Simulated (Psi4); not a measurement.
**One shape, several levels: triplet CH5GaO2**

Wanted: a comparison of 3 runs (U-wB97X/cc-pVDZ, UCAM-B3LYP/cc-pVDZ, UM06-2X/cc-pVDZ) of triplet CH5GaO2. 

Program for the calculation: Psi4 1.11.

### 1 Starting point

CH5GaO2 has 9 atoms, charge 0, and is taken as a triplet. SMILES of the parent species: `[CH3][Ga]([OH])[OH]`. The coordinates come from a PBE0-D4/def2-TZVP relaxation. This is one conformer, not always the lowest. That shape belongs to the parent species and isn't relaxed for this state.

Bond lengths: C1–Ga2 1.941 Å, Ga2–O3 1.791 Å, Ga2–O4 1.791 Å, C1–H5 1.090 Å, C1–H6 1.091 Å, C1–H7 1.091 Å, O3–H8 0.959 Å, O4–H9 0.959 Å. Some angles: C1–Ga2–O3 121.3°, C1–Ga2–O4 121.2°, O3–Ga2–O4 117.5°, Ga2–C1–H5 110.5°, Ga2–C1–H6 109.9°, Ga2–C1–H7 110.2°, Ga2–O3–H8 115.4°, Ga2–O4–H9 115.3°, H5–C1–H6 108.9°, H5–C1–H7 109.4°.

### 2 Energy and forces at U-wB97X/cc-pVDZ (run 1)

File ch5gao2.xyz:

```xyz
9
CH5GaO2
C      0.139500     0.740600    -1.385600
Ga    -0.022300    -0.180400     0.314900
O      0.237900    -1.947500     0.443200
O     -0.435700     0.706800     1.814800
H      0.259800     0.024500    -2.197900
H      1.005300     1.404900    -1.368100
H     -0.746600     1.349900    -1.568800
H      0.141200    -2.314500     1.323600
H     -0.490700     0.169600     2.607000
```

File ch5gao2.py:

```python
import psi4

psi4.set_memory(1600000000)
psi4.set_num_threads(1)
psi4.core.set_output_file('output.dat', False)

with open('ch5gao2.xyz') as f:
    atoms = ''.join(f.readlines()[2:])
molecule = psi4.geometry('0 3\n' + atoms + 'symmetry c1\nno_reorient\nno_com')

psi4.set_options({
    'basis': 'cc-pVDZ',
    'reference': 'uks',
    'puream': True,
    'e_convergence': 1e-09,
    'd_convergence': 1e-08,
    'scf_type': 'pk',
    'dft_radial_points': 99,
    'dft_spherical_points': 590,
    'maxiter': 100,
})

energy_value, wavefunction = psi4.gradient("wb97x", return_wfn=True)
psi4.oeprop(wavefunction, "DIPOLE", "LOWDIN_CHARGES", "QUADRUPOLE", title="WB97X")
print('gradient / Eh bohr^-1')
print(energy_value.np.round(6))
print(f'energy = {wavefunction.energy():.10f} Eh')
```

Launch:

```console
$ python ch5gao2.py
```

output.dat:

```text
[...]
  Running in c1 symmetry.
[...]
  Nuclear repulsion =  287.743780181499119
[...]
  Multiplicity = 3
[...]
  Nalpha       = 30
  Nbeta        = 28
[...]
    Number of basis functions: 94
[...]
   @UKS iter   1: -2115.39206278659094   -3.52051e+00   1.22772e-02 DIIS/ADIIS
[...]
   @UKS iter  29: -2116.18439716740704   -1.22782e-11   9.77114e-09 DIIS
[...]
   @S^2 Observed:                2.009033456E+00
[...]
  @UKS Final Energy: -2116.18439716740704
   => Energetics <=
    Nuclear Repulsion Energy =            287.7437801814991190
    One-Electron Energy =               -3518.2877750280749751
    Two-Electron Energy =                1190.7096814035451189
    DFT Exchange-Correlation Energy =     -76.3500837243763186
    Empirical Dispersion Energy =           0.0000000000000000
    VV10 Nonlocal Energy =                  0.0000000000000000
    Total Energy =                      -2116.1843971674070417
[...]
  -Total Gradient:
     Atom            X                  Y                   Z
    ------   -----------------  -----------------  -----------------
       1       -0.001423003746    -0.006400891894    -0.003228909228
       2       -0.005001631897    -0.032605167780     0.058514068923
       3       -0.006519345481     0.046943757047    -0.003559174531
       4        0.010418331000    -0.021074422932    -0.037433564197
       5       -0.000005634338     0.004760923599     0.003955107418
       6       -0.004525321247    -0.002577037631     0.002527202001
       7        0.004963262007    -0.001719955599     0.002992169670
       8        0.000433190466     0.009093434382    -0.011166663499
       9        0.001695091936     0.003789901071    -0.012962297087
[...]
```

On the terminal:

```text
gradient / Eh bohr^-1
[[-1.4230e-03 -6.4010e-03 -3.2290e-03]
 [-5.0020e-03 -3.2605e-02  5.8514e-02]
 [-6.5190e-03  4.6944e-02 -3.5590e-03]
 [ 1.0418e-02 -2.1074e-02 -3.7434e-02]
 [-6.0000e-06  4.7610e-03  3.9550e-03]
 [-4.5250e-03 -2.5770e-03  2.5270e-03]
 [ 4.9630e-03 -1.7200e-03  2.9920e-03]
 [ 4.3300e-04  9.0930e-03 -1.1167e-02]
 [ 1.6950e-03  3.7900e-03 -1.2962e-02]]
energy = -2116.1843971674 Eh
```

Wall time 2.4 min (1 thread of Intel Xeon 6975P-C (Granite Rapids), shared host); peak memory 1.2 GiB.

### 3 A single-point energy at UCAM-B3LYP/cc-pVDZ (run 2)

File job.inp:

```
memory 1600 MB

molecule {
  0 3
  C      0.139500     0.740600    -1.385600
  Ga    -0.022300    -0.180400     0.314900
  O      0.237900    -1.947500     0.443200
  O     -0.435700     0.706800     1.814800
  H      0.259800     0.024500    -2.197900
  H      1.005300     1.404900    -1.368100
  H     -0.746600     1.349900    -1.568800
  H      0.141200    -2.314500     1.323600
  H     -0.490700     0.169600     2.607000
  symmetry c1
  no_reorient
  no_com
}

set {
  basis                cc-pVDZ
  reference            uks
  puream               true
  e_convergence        1e-09
  d_convergence        1e-08
  scf_type             pk
  dft_radial_points    99
  dft_spherical_points 590
  maxiter              100
}

energy_value, wavefunction = energy('cam-b3lyp', return_wfn=True)
print_variables()
```

Launch:

```console
$ psi4 -i job.inp -o job.out -n 1
```

job.out:

```text
[...]
  Running in c1 symmetry.
[...]
  Nuclear repulsion =  287.743780181499119
[...]
  Multiplicity = 3
[...]
  Nalpha       = 30
  Nbeta        = 28
[...]
    Number of basis functions: 94
[...]
   @UKS iter   1: -2115.43351039410345   -3.36531e+00   1.23712e-02 ADIIS/DIIS
[...]
   @UKS iter  27: -2116.24108250892823   -1.90994e-11   9.33298e-09 DIIS
[...]
   @S^2 Observed:                2.009501621E+00
[...]
  @UKS Final Energy: -2116.24108250892823
   => Energetics <=
    Nuclear Repulsion Energy =            287.7437801814991190
    One-Electron Energy =               -3518.2953646316727827
    Two-Electron Energy =                1190.7665098374629906
    DFT Exchange-Correlation Energy =     -76.4560078962174146
    Empirical Dispersion Energy =           0.0000000000000000
    VV10 Nonlocal Energy =                  0.0000000000000000
    Total Energy =                      -2116.2410825089282298
[...]
 Multipole Moments:
 ------------------------------------------------------------------------------------
     Multipole            Electronic (a.u.)      Nuclear  (a.u.)        Total (a.u.)
 ------------------------------------------------------------------------------------
 L = 1.  Multiply by 2.5417464519 to convert [e a0] to [Debye]
 Dipole X            :          2.2997621           -2.3956058           -0.0958437
 Dipole Y            :         19.0123890          -19.7287407           -0.7163517
 Dipole Z            :        -33.2721695           34.5972949            1.3251254
 Magnitude           :                                                    1.5094049
[...]
```

Wall time 80 s (1 thread of Intel Xeon 6975P-C (Granite Rapids), shared host); peak memory 1.2 GiB.

### 4 Energy and forces at UM06-2X/cc-pVDZ (run 3)

File job.py:

```python
import psi4

psi4.set_memory('1600 MB')
psi4.set_num_threads(1)
psi4.set_output_file('ch5gao2.out', False)

mol = psi4.geometry("""
0 3
C      0.139500     0.740600    -1.385600
Ga    -0.022300    -0.180400     0.314900
O      0.237900    -1.947500     0.443200
O     -0.435700     0.706800     1.814800
H      0.259800     0.024500    -2.197900
H      1.005300     1.404900    -1.368100
H     -0.746600     1.349900    -1.568800
H      0.141200    -2.314500     1.323600
H     -0.490700     0.169600     2.607000
symmetry c1
no_reorient
no_com
""")

options = {'basis': 'cc-pVDZ', 'reference': 'uks', 'puream': True, 'e_convergence': 1e-09, 'd_convergence': 1e-08, 'scf_type': 'pk', 'dft_radial_points': 99, 'dft_spherical_points': 590, 'maxiter': 100}
psi4.set_options(options)

energy_value, wavefunction = psi4.gradient("m06-2x", molecule=mol, return_wfn=True)
psi4.oeprop(wavefunction, "LOWDIN_CHARGES", "MAYER_INDICES", "QUADRUPOLE")
print('gradient / Eh bohr^-1')
print(energy_value.np.round(6))
print(f'energy = {wavefunction.energy():.10f} Eh')
```

Launch:

```console
$ python job.py
```

ch5gao2.out:

```text
[...]
  Running in c1 symmetry.
[...]
  Nuclear repulsion =  287.743780181499119
[...]
  Multiplicity = 3
[...]
  Nalpha       = 30
  Nbeta        = 28
[...]
    Number of basis functions: 94
[...]
   @UKS iter   1: -2115.33025947498754   -3.56355e+00   1.22232e-02 DIIS/ADIIS
[...]
   @UKS iter  38: -2116.11751782804868   -8.64020e-12   8.55125e-09 DIIS
[...]
   @S^2 Observed:                2.012583653E+00
[...]
  @UKS Final Energy: -2116.11751782804868
   => Energetics <=
    Nuclear Repulsion Energy =            287.7437801814991190
    One-Electron Energy =               -3518.7164323046117715
    Two-Electron Energy =                1162.0166134812973269
    DFT Exchange-Correlation Energy =     -47.1614791862330165
    Empirical Dispersion Energy =           0.0000000000000000
    VV10 Nonlocal Energy =                  0.0000000000000000
    Total Energy =                      -2116.1175178280482214
[...]
  -Total Gradient:
     Atom            X                  Y                   Z
    ------   -----------------  -----------------  -----------------
       1       -0.000409106183    -0.009274868596     0.001977030660
       2       -0.009704781180    -0.033045737713     0.057693102479
       3       -0.005543800306     0.050703455647    -0.001226320049
       4        0.012991460746    -0.024623632372    -0.039079504278
       5        0.000096122285     0.004159945467     0.003814331646
       6       -0.003769325195    -0.001770165947     0.002238946199
       7        0.004265044185    -0.001458121541     0.003467368390
       8        0.000108281564     0.010809567093    -0.013203618066
       9        0.001961021018     0.004459733659    -0.015573173049
[...]
```

The script printed:

```text
gradient / Eh bohr^-1
[[-4.0900e-04 -9.2750e-03  1.9770e-03]
 [-9.7050e-03 -3.3046e-02  5.7693e-02]
 [-5.5440e-03  5.0703e-02 -1.2260e-03]
 [ 1.2991e-02 -2.4624e-02 -3.9080e-02]
 [ 9.6000e-05  4.1600e-03  3.8140e-03]
 [-3.7690e-03 -1.7700e-03  2.2390e-03]
 [ 4.2650e-03 -1.4580e-03  3.4670e-03]
 [ 1.0800e-04  1.0810e-02 -1.3204e-02]
 [ 1.9610e-03  4.4600e-03 -1.5573e-02]]
energy = -2116.1175178280 Eh
```

It took 3 min on 1 thread of Intel Xeon 6975P-C (Granite Rapids), shared host; peak memory 1.1 GiB.

### 5 All runs side by side

```csv
run,level,task,energy (Eh),dipole moment (D),HOMO energy (eV),⟨S²⟩,wall time
1,U-wB97X/cc-pVDZ,gradient,-2116.184397,3.90,-3.72,2.009,2.4 min
2,UCAM-B3LYP/cc-pVDZ,energy,-2116.241083,3.84,-3.01,2.010,80 s
3,UM06-2X/cc-pVDZ,gradient,-2116.117518,3.95,-2.82,2.013,3 min
```

### 6 Outcome

| quantity | value |
| --- | --- |
| run 3: total energy | -2116.11752 Eh |
| run 3: dipole moment | 3.95 D |
| run 3: HOMO energy (highest over α and β) | -2.82 eV |
| run 3: ⟨S²⟩ | 2.013 |
| run 3: largest force on an atom | 3.455 eV/Å |

What this shows: The dipole moment (its size) runs from 3.84 D (UCAM-B3LYP/cc-pVDZ) to 3.95 D (UM06-2X/cc-pVDZ). Totals of different functionals can't be ranked against each other. All runs together took 6.7 min, the longest 3 min.
